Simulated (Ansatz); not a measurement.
# CH5NO2Sn: a ladder of functionals and wavefunction methods

The task here is to estimate one member of a computed series from the others.

Method: functionals in def2-TZVPP, the program's frozen cores in correlated methods; program: Ansatz 0.2.0, Gaussian basis.

Levels to be run: LDA (SPW92), PBE-D4, revPBE-D4, BLYP-D4, r2SCAN-D4, B97M-V, PBE0-D4, B3LYP-D4, r2SCANh-D4, r2SCAN0-D4, HSE06-D4, BHLYP-D4, CAM-B3LYP-D4, LC-ωPBE, ωB97X-V, ωB97M-V, B2PLYP, PBE-QIDH; CCSD(T)/def2-SVP; CCSD(T)/def2-TZVPP; MP2/def2-QZVPP; extrapolation to the limit; RPA on PBE.

### The geometry

The geometry comes from an earlier relaxation with PBE0-D4 in a triple-zeta def2 set; it is a stationary point, not always the lowest conformer. Sn takes the def2 core potential; no spin-orbit term is included.

SMILES `[NH2][SnH]([OH])[CH]=O`, 10 atoms, charge 0, spin multiplicity 1.

Atoms are counted from 1 here; the program's logs count them from 0.

Bond lengths: N1–Sn2 2.017 Å, N1–H6 1.012 Å, N1–H7 1.012 Å, Sn2–O3 1.967 Å, Sn2–C4 2.208 Å, Sn2–H8 1.705 Å, O3–H9 0.963 Å, C4–O5 1.200 Å, C4–H10 1.114 Å. Angles: Sn2–N1–H6 113.7°, Sn2–N1–H7 113.7°, H6–N1–H7 107.8°, N1–Sn2–O3 111.8°, N1–Sn2–C4 108.9°, N1–Sn2–H8 107.8°, O3–Sn2–C4 99.6°, O3–Sn2–H8 109.6°, C4–Sn2–H8 119.0°, Sn2–O3–H9 110.0°, Sn2–C4–O5 117.8°, Sn2–C4–H10 122.0°, O5–C4–H10 120.1°.

The first run:

Input file in.yaml:

```yaml
crystal:
  periodic: [false, false, false]
  atoms:
    - {symbol: N, position_ang: [0.052985, -0.177118, 1.929878]}
    - {symbol: Sn, position_ang: [-0.554397, 0.311790, 0.069541]}
    - {symbol: O, position_ang: [0.461504, 1.833119, -0.653133]}
    - {symbol: C, position_ang: [0.094203, -1.265237, -1.333684]}
    - {symbol: O, position_ang: [0.817672, -0.948073, -2.236636]}
    - {symbol: H, position_ang: [1.055444, -0.124418, 2.058242]}
    - {symbol: H, position_ang: [-0.381777, 0.375293, 2.657478]}
    - {symbol: H, position_ang: [-2.209182, 0.714865, 0.150942]}
    - {symbol: H, position_ang: [0.959151, 1.557300, -1.429734]}
    - {symbol: H, position_ang: [-0.212501, -2.328621, -1.209794]}
basis:
  gaussian: {orbitals: def2-TZVPP}
hamiltonian: {xc: lda}
output: {orbitals: {seedname: orbitals}}
```

The run is started by

```console
$ ansatz run in.yaml --threads 4 --pin off --events-out ev --progress --plain --max-ram 10444MiB
```

Steps of the session up to this table: LDA; PBE-D4 (GGA); revPBE-D4 (GGA); BLYP-D4 (GGA); r2SCAN-D4 (meta-GGA); B97M-V (meta-GGA); PBE0-D4 (hybrid); B3LYP-D4 (hybrid); r2SCANh-D4 (hybrid); r2SCAN0-D4 (hybrid); HSE06-D4 (hybrid); BHLYP-D4 (hybrid); CAM-B3LYP-D4 (range-separated); LC-ωPBE (range-separated); ωB97X-V (range-separated); ωB97M-V (range-separated); B2PLYP (double hybrid); PBE-QIDH (double hybrid).

One table of the session follows, with a row left open; its other results are not shown here.

It belongs to the step «Frontier levels by functional». 

```
  functional  HOMO (eV)  LUMO (eV)  gap (eV)
 LDA (SPW92)      -5.88      -3.27      2.62
      PBE-D4      -5.72      -2.98      2.74
   revPBE-D4      -5.66      -2.87      2.78
     BLYP-D4          ?          ?         ?
   r2SCAN-D4      -5.97      -2.78      3.19
      B97M-V      -6.05      -2.66      3.39
     PBE0-D4      -7.07      -1.83      5.24
    B3LYP-D4      -6.88      -2.10      4.78
  r2SCANh-D4      -6.48      -2.35      4.13
  r2SCAN0-D4      -7.25      -1.73      5.53
    HSE06-D4      -6.67      -2.22      4.45
    BHLYP-D4      -8.39      -0.66      7.73
CAM-B3LYP-D4      -8.43      -0.64      7.79
     LC-ωPBE      -9.66       0.63     10.30
     ωB97X-V      -9.37       0.51      9.88
     ωB97M-V      -9.28       0.37      9.65
```

Q: Estimate the row for BLYP-D4 from the others.

Worked estimate for «HOMO (eV)». Against the share of exact exchange, B3LYP-D4 (0.2, -6.88), BHLYP-D4 (0.5, -8.39) give a slope of -5.03 per unit share; at 0 the line stands at -5.87.

The run gave: HOMO (eV): -5.64; LUMO (eV): -2.85; gap (eV): 2.79. In «HOMO (eV)» the line misses by -0.23.
